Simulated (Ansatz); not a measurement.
# HfSi3: the cost of one run

Method: DFT PBE, scalar-relativistic, plane waves, PAW, in Ansatz 0.2.0.

**1. The starting structure**

The cell holds 20 atoms (Hf5Si15): a = 6.784 Å, b = 7.082 Å, c = 7.052 Å, α = 90.86°, β = 94.08°, γ = 91.20°.

It is the last frame of an earlier stage of the same melt, run at 1970 K.

The coordinates stand in the first input below.

**2. Langevin stage at 1100 K**

One k point, a Fermi-Dirac width of 0.095 eV and a fixed cell.

input.yaml

```yaml
crystal:
  lattice:
    - [6.779293, -0.073853, -0.246712]
    - [-0.073853, 7.081363, -0.054389]
    - [-0.246712, -0.054389, 7.047265]
  atoms:
    - { symbol: Si, position: [0.0571008621, 0.0075105629, 0.9073043305] }
    - { symbol: Si, position: [0.4662902555, 0.2421580852, 0.9068469209] }
    - { symbol: Si, position: [0.9001958076, 0.8231205352, 0.4137916849] }
    - { symbol: Si, position: [0.5995779988, 0.0886136357, 0.3915062844] }
    - { symbol: Si, position: [0.3765440102, 0.5762187524, 0.4597619096] }
    - { symbol: Si, position: [0.6117490144, 0.3487174671, 0.5968188247] }
    - { symbol: Si, position: [0.3949118912, 0.8799955592, 0.8503350132] }
    - { symbol: Si, position: [0.0762012523, 0.443798655, 0.3416108385] }
    - { symbol: Si, position: [0.1386865019, 0.7691235642, 0.6483648454] }
    - { symbol: Si, position: [0.4829382638, 0.8023535611, 0.2568730956] }
    - { symbol: Si, position: [0.3308392997, 0.0610084283, 0.6008529974] }
    - { symbol: Si, position: [0.5457638473, 0.5949184323, 0.900712777] }
    - { symbol: Si, position: [0.8755114495, 0.5439289002, 0.7778074732] }
    - { symbol: Si, position: [0.976408992, 0.3330550031, 0.996430223] }
    - { symbol: Si, position: [0.6907337195, 0.8787924595, 0.7046631921] }
    - { symbol: Hf, position: [0.1281903844, 0.7037237221, 0.1069114514] }
    - { symbol: Hf, position: [0.7391214975, 0.9684503849, 0.0807804265] }
    - { symbol: Hf, position: [0.6704055182, 0.4308337828, 0.1740961068] }
    - { symbol: Hf, position: [0.9619027433, 0.1802730059, 0.5368519446] }
    - { symbol: Hf, position: [0.2449888743, 0.1271438206, 0.2202640096] }
  symmetry: { detect: false }
basis:
  ecutwfc: 420
kpoints:
  mp_grid: { grid: [1, 1, 1], shift: [0.25, 0.25, 0.25] }
hamiltonian:
  xc: pbe
scf:
  occupations: { method: fermi_dirac, width: 0.0948 }
  lower_state_search: "off"
  convergence: { dr2_threshold: 1.0e-06 }
output:
  forces: true
  stress: true
md:
  timestep: 3.0
  n_steps: 176
  ensemble: nvt_langevin
  friction: 0.03
  temperature: 1100.0
  initial_velocities: maxwell_boltzmann
  seed: 25603
```

Command:

```console
> ansatz run input.yaml --threads 2 --pin off --max-ram 5120MiB --backend cpu --events-out ev --progress --plain --runs-dir out
```

**Question.** How long does this run take on 2 threads of AMD EPYC 9R14 (Zen 4), shared host, and how much memory does it need?

About 3.8 min, with a peak of 0.63 GiB.
